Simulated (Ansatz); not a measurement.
# YAlCu (P-62m): relaxation of cell and ions

Aim: a relaxation of cell and ions, for YAlCu (P-62m), run from a script.

All numbers are computed with Ansatz 0.2.0, driven from Python. Level of theory: DFT PBEsol, plane waves, PAW.

## 1. The system

Symmetry: P-62m, No. 189, hexagonal system. The conventional cell has a = 7.020 Å, b = 7.020 Å, c = 4.004 Å, α = 90.00°, β = 90.00°, γ = 120.00°. Around Y (site symmetry m2m) lie 5 Cu at 2.91 Å and 6 Al at 3.19 to 3.22 Å. Al (site symmetry m2m) has 4 Cu at 2.58 to 2.76 Å and 2 Al at 2.83 Å in its first shell of neighbours. Cu (site symmetry -6) is surrounded by 3 Al at 2.76 Å and 6 Y at 2.91 Å. Cu (site symmetry -62m) has 6 Al at 2.58 Å and 3 Y at 2.91 Å in its first shell of neighbours.

The script holds or builds the structure itself.

## 2. The code

Contents of vcrelax_yalcu.py:

```python
"""Cell relaxation of YAlCu."""

from collections import Counter
import json
import warnings

import ansatz as az
from ase.data import atomic_numbers
import matplotlib.pyplot as plt
import numpy as np
from pymatgen.core import Structure
from scipy.ndimage import map_coordinates
import spglib

CUTOFF_EV = 470
MESH = (5, 5, 8)
FILLING = "cold"
SMEARING_WIDTH = 0.1
FMAX = 0.02

def edges_and_angles(cell):
    cell = np.asarray(cell)
    a, b, c = np.linalg.norm(cell, axis=1)
    cosines = cell[1] @ cell[2] / (b * c), cell[0] @ cell[2] / (a * c), cell[0] @ cell[1] / (a * b)
    return (a, b, c, *np.degrees(np.arccos(cosines)))

warnings.simplefilter("ignore", az.DeckWarning)

structure = (
    az.Lattice.of((7.019733, 0.0, 0.0), (-3.509867, 6.079267, 0.0), (0.0, 0.0, 4.004481))
    .atom("Y", (0.0, 0.414186, 0.5))
    .atom("Y", (0.585814, 0.585814, 0.5))
    .atom("Y", (0.414186, 0.0, 0.5))
    .atom("Al", (0.0, 0.767369, 0.0))
    .atom("Al", (0.232631, 0.232631, 0.0))
    .atom("Al", (0.767369, 0.0, 0.0))
    .atom("Cu", (1 / 3, 2 / 3, 0.0))
    .atom("Cu", (2 / 3, 1 / 3, 0.0))
    .atom("Cu", (0.0, 0.0, 0.5))
)

# shape and ions at fixed volume
job = (
    structure.calculation()
    .functional(az.Functional.PBESOL)
    .pseudopotentials("paw")
    .basis(CUTOFF_EV)
    .kpoints(*MESH)
    .occupations(FILLING, width=SMEARING_WIDTH)
    .relax(force_tolerance=FMAX, fix_cell=["volume"])  # relax until the tolerances are met
    .density()  # keep the density on its grid
)
out = job.run(threads=1, events_out="yalcu.ndjson")
with open("yalcu.ndjson") as stream:
    events = [json.loads(line) for line in stream]
steps = [e["data"] for e in events if e["event"] == "relax_step"]
r = out.report
for s in steps:
    flag = "" if s["accepted"] else "  (rejected)"
    print("step %2d  E = %.5f eV  largest force component = %.4f eV/A%s" % (s["step"], s["lagrangian_ev"], s["allowed_force_max_ev_ang"], flag))

first, last = steps[0], steps[-1]
symbols = [site.symbol for site in out.lattice.sites]
print(f"energy gained {first['lagrangian_ev'] - last['lagrangian_ev']:.4f} eV in {len(steps) - 1} steps")
for label, vectors in (("before", first["cell_ang"]), ("after", out.lattice.cell_ang)):
    print(label, "a b c (A) {:.4f} {:.4f} {:.4f}  angles {:.2f} {:.2f} {:.2f}".format(*edges_and_angles(vectors)), f" V = {abs(np.linalg.det(vectors)):.3f} A^3")
print("final stress xx yy zz (GPa, compression positive):", np.round(np.diag(r["stress_gpa"]), 3) + 0.0)

fractions = [site.position_frac for site in out.lattice.sites]
numbers = [atomic_numbers[s] for s in symbols]
for tolerance in (1e-3, 1e-2, 1e-1):
    print(f"space group at {tolerance} A:", spglib.get_spacegroup((out.lattice.cell_ang, fractions, numbers), symprec=tolerance))

fig, (top, bottom) = plt.subplots(2, 1, sharex=True, figsize=(4.5, 4))
top.plot([s["lagrangian_ev"] - last["lagrangian_ev"] for s in steps], "o-")
top.set_ylabel("E - E(final) (eV)")
bottom.semilogy([max(s["allowed_force_max_ev_ang"], 1e-6) for s in steps], "s-")
bottom.set(xlabel="step", ylabel="largest force (eV/A)")
fig.tight_layout()
fig.savefig("relax.png", dpi=100)

change = np.array(last["positions_ang"]) @ np.linalg.inv(last["cell_ang"]) - np.array(first["positions_ang"]) @ np.linalg.inv(first["cell_ang"])
moved = np.linalg.norm(change @ np.array(last["cell_ang"]), axis=1)
print("displacement within the cell, strain taken out (A):", " ".join(f"{s}:{d:.3f}" for s, d in zip(symbols, moved)))

print(f"free energy      {r['free_energy_ev']:.5f} eV")
print(f"per atom         {r['free_energy_ev'] / len(out.lattice.sites):.5f} eV")
print(f"SCF iterations   {r['n_iterations']}  (converged: {r['converged']})")

final = Structure(out.lattice.cell_ang, [s.symbol for s in out.lattice.sites], [s.position_frac for s in out.lattice.sites])
# first shell of each atom, within 15 % of its shortest distance
for index, site in enumerate(final):
    near = final.get_neighbors(site, 4.5)
    edge = 1.15 * min(n.nn_distance for n in near)
    shell = Counter((round(n.nn_distance, 2), n.specie.symbol) for n in near if n.nn_distance < edge)
    print(f"{index:2d} {site.specie.symbol:2s}", ", ".join(f"{count} {symbol} at {d:.2f}" for (d, symbol), count in sorted(shell.items())))

# smooth valence density along the shortest bond of atom 0
rho = out.density()
total = sum(channel.density_e_per_ang3 for channel in rho.channels[:2])
grid_cell = np.asarray(rho.fft_grid_basis) @ out.lattice.cell_ang
partner = min(final.get_neighbors(final[0], 5.0), key=lambda n: n.nn_distance)
line = np.linspace(final[0].coords, partner.coords, 13)
points = (line @ np.linalg.inv(grid_cell)) * rho.dims
values = map_coordinates(total, points.T, order=3, mode="grid-wrap")
print(f"from {final[0].specie} to {partner.specie}, {partner.nn_distance:.3f} A")
for t, value in zip(np.linspace(0, partner.nn_distance, 13), values):
    print(f"{t:7.3f} A  {value:9.4f} e/A^3")
```

## 3. The input behind the calls

The package turns the script's settings into the engine's input:

```yaml
crystal:
  lattice:
    - [7.019733, 0.0, 0.0]
    - [-3.509867, 6.079267, 0.0]
    - [0.0, 0.0, 4.004481]
  atoms:
    - { symbol: "Y", position: [0.0, 0.414186, 0.5] }
    - { symbol: "Y", position: [0.585814, 0.585814, 0.5] }
    - { symbol: "Y", position: [0.414186, 0.0, 0.5] }
    - { symbol: Al, position: [0.0, 0.767369, 0.0] }
    - { symbol: Al, position: [0.232631, 0.232631, 0.0] }
    - { symbol: Al, position: [0.767369, 0.0, 0.0] }
    - { symbol: Cu, position: [0.3333333333333333, 0.6666666666666666, 0.0] }
    - { symbol: Cu, position: [0.6666666666666666, 0.3333333333333333, 0.0] }
    - { symbol: Cu, position: [0.0, 0.0, 0.5] }
basis:
  ecutwfc: 470.0
kpoints:
  mp_grid:
    grid: [5, 5, 8]
hamiltonian:
  xc: pbesol
  pseudopotentials:
    kind: paw
scf:
  occupations:
    method: cold
    width: 0.1
relax:
  f_tol: 0.02
  cell:
    fix: [volume]
output:
  write_density: true
```

## 4. Launch

Run with:

```bash
python vcrelax_yalcu.py
```

**Question.** What results will this script give? Wanted: free energy; moves of the relaxation; energy gained; last largest force component; relaxed conventional cell; space group at the end.

The runs gave:

| quantity | value |
| --- | --- |
| free energy | -32729.3900 eV (-3636.5989 eV/atom) |
| moves of the relaxation | 2 |
| energy gained (ahead of the last change of basis) | 0.4 meV/atom |
| last largest force component | 0.0095 eV/Å |
| relaxed conventional cell | a = 7.029 Å, b = 7.029 Å, c = 3.994 Å, α = 90.00°, β = 90.00°, γ = 120.00° |
| space group at the end | P-62m |

What this shows: The volume hardly changed (some cell parameters were held, so the cell is relaxed in part), and the space group stayed P-62m. Part of the cell is held or a pressure is applied, so the end point needn't be the zero-pressure lattice. Energies along a relaxation are free energies. Rows at an unchanged volume are solved on a plane-wave basis chosen afresh for that cell, so the energy jumps there and such rows are no steps of the walk. Grid values close to the nuclei reflect the PAW or pseudopotential construction, not the all-electron fields. This cell is a computed structure, which may not be the phase found in nature.
